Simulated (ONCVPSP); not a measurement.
# An ONCV potential for tantalum, from input to tests

Do these settings give a usable potential? It is generated, then checked for transferability, scattering, ghosts and hardness.

Method: ONCVPSP 4.0.1.1 (patched build), PBE, scalar-relativistic.

## (1) The atom and the settings

Typed settings, in words:

```json
{"element": "tantalum (Ta, Z = 73)", "type": "optimised norm-conserving Vanderbilt (ONCV)", "frozen core": "[Kr] 4d10", "valence charge": "27", "reference configuration": "4f14 5s2 5p6 5d3 6s2", "partial waves": "5s+6s: rc 1.45 bohr, ncon 4, nbas 7, qcut 7.8 1/bohr, 2 projectors; 5p: rc 2.00 bohr, ncon 5, nbas 8, qcut 7.8 1/bohr, 1 projector; 5d: rc 1.70 bohr, ncon 4, nbas 8, qcut 5.7 1/bohr, 2 projectors, debl 0.8 Ha; 4f: rc 1.10 bohr, ncon 4, nbas 9, qcut 15.8 1/bohr, 2 projectors, debl 1 Ha", "local potential": "polynomial inside 1.10 bohr (lpopt 5, dvloc0 -1 Ha)", "core correction": "not asked for"}
```

The nodes and maxima of the atom's own shells, from an earlier all-electron run, set the scale for the radii.

All-electron outer shells of the reference configuration (PBE, scalar-relativistic, ld1.x):

```json
{"shell": "4d", "level (eV)": "-222.19", "outermost node (bohr)": "0.22", "outermost maximum (bohr)": "0.46"}
{"shell": "5s", "level (eV)": "-73.00", "outermost node (bohr)": "0.54", "outermost maximum (bohr)": "0.98"}
{"shell": "5p", "level (eV)": "-39.40", "outermost node (bohr)": "0.58", "outermost maximum (bohr)": "1.13"}
{"shell": "4f", "level (eV)": "-24.70", "outermost node (bohr)": "–", "outermost maximum (bohr)": "0.44"}
{"shell": "6s", "level (eV)": "-5.44", "outermost node (bohr)": "1.32", "outermost maximum (bohr)": "2.78"}
{"shell": "5d", "level (eV)": "-3.59", "outermost node (bohr)": "0.65", "outermost maximum (bohr)": "1.58"}
{"shell": "6p", "level (eV)": "-1.39", "outermost node (bohr)": "1.60", "outermost maximum (bohr)": "3.89"}
```

## (2) The generation run

Ta.dat reads:

```
# ATOM AND REFERENCE CONFIGURATION
# atsym  z   nc   nv     iexc    psfile
  Ta 73.00    9    5        4      upf
#
#   n    l    f
    1    0    2.00
    2    0    2.00
    2    1    6.00
    3    0    2.00
    3    1    6.00
    3    2   10.00
    4    0    2.00
    4    1    6.00
    4    2   10.00
    4    3   14.00
    5    0    2.00
    5    1    6.00
    5    2    3.00
    6    0    2.00
#
# PSEUDOPOTENTIAL AND OPTIMIZATION
# lmax
    3
#
#   l,   rc,      ep,       ncon, nbas, qcut
    0    1.45    0.00    4    7    7.80
    1    2.00    0.00    5    8    7.80
    2    1.70    0.00    4    8    5.70
    3    1.10    0.00    4    9   15.80
#
# LOCAL POTENTIAL
# lloc, lpopt,  rc(5),   dvloc0
    4    5    1.10   -1.00
#
# VANDERBILT-KLEINMAN-BYLANDER PROJECTORs
# l, nproj, debl
    0    2    0.50
    1    1    1.10
    2    2    0.80
    3    2    1.00
#
# MODEL CORE CHARGE
# icmod, fcfact, rcfact
    0    0.00    0.00
#
# LOG DERIVATIVE ANALYSIS
# epsh1, epsh2, depsh
   -4.00    5.00    0.02
#
# OUTPUT GRID
# rlmax, drl
    6.00    0.01
#
# TEST CONFIGURATIONS
# ncnf
    4
# nvcnf
#   n    l    f
    5
    4    3   14.00
    5    0    2.00
    5    1    6.00
    5    2    3.00
    6    0    1.00
#
    5
    4    3   14.00
    5    0    2.00
    5    1    6.00
    5    2    3.00
    6    0    0.00
#
    5
    4    3   14.00
    5    0    2.00
    5    1    6.00
    5    2    2.00
    6    0    0.00
#
    5
    4    3   13.00
    5    0    2.00
    5    1    6.00
    5    2    3.00
    6    0    2.00
#
```

Run with:

```
$ oncvpsp.x < Ta.dat > Ta.out
```

Q: Predict the outcome of this session. Wanted: cutoffs for 1 and 0.1 mHa per electron, occupied waves; bound ghosts; GHOST(+) flags; largest test error; largest phase difference near zero energy, channels read.

The runs gave:

| quantity | value |
| --- | --- |
| cutoffs for 1 and 0.1 mHa per electron, occupied waves | 109 Ha and 118 Ha |
| bound ghosts | none found |
| GHOST(+) flags | s at 61 eV |
| largest test error (AE − PS) | +400 meV, for 4f13 5s2 5p6 5d3 6s2 |
| largest phase difference near zero energy, channels read | 0.080 rad |

What this shows: By total energies transferability is poor: the largest error is 400 meV on 33.8 eV, for 4f13 5s2 5p6 5d3 6s2. The potential is very hard: the looser tolerance needs 109 Ha. At the looser tolerance the 4f wave is the slowest; 5s needs 25 Ha. No bound ghost shows below the valence levels. Near zero energy the largest phase difference among the channels read is 0.08 rad, in the p channel. The program also flags highly localised states, GHOST(+) (s). All of this concerns the isolated atom, not yet a solid.
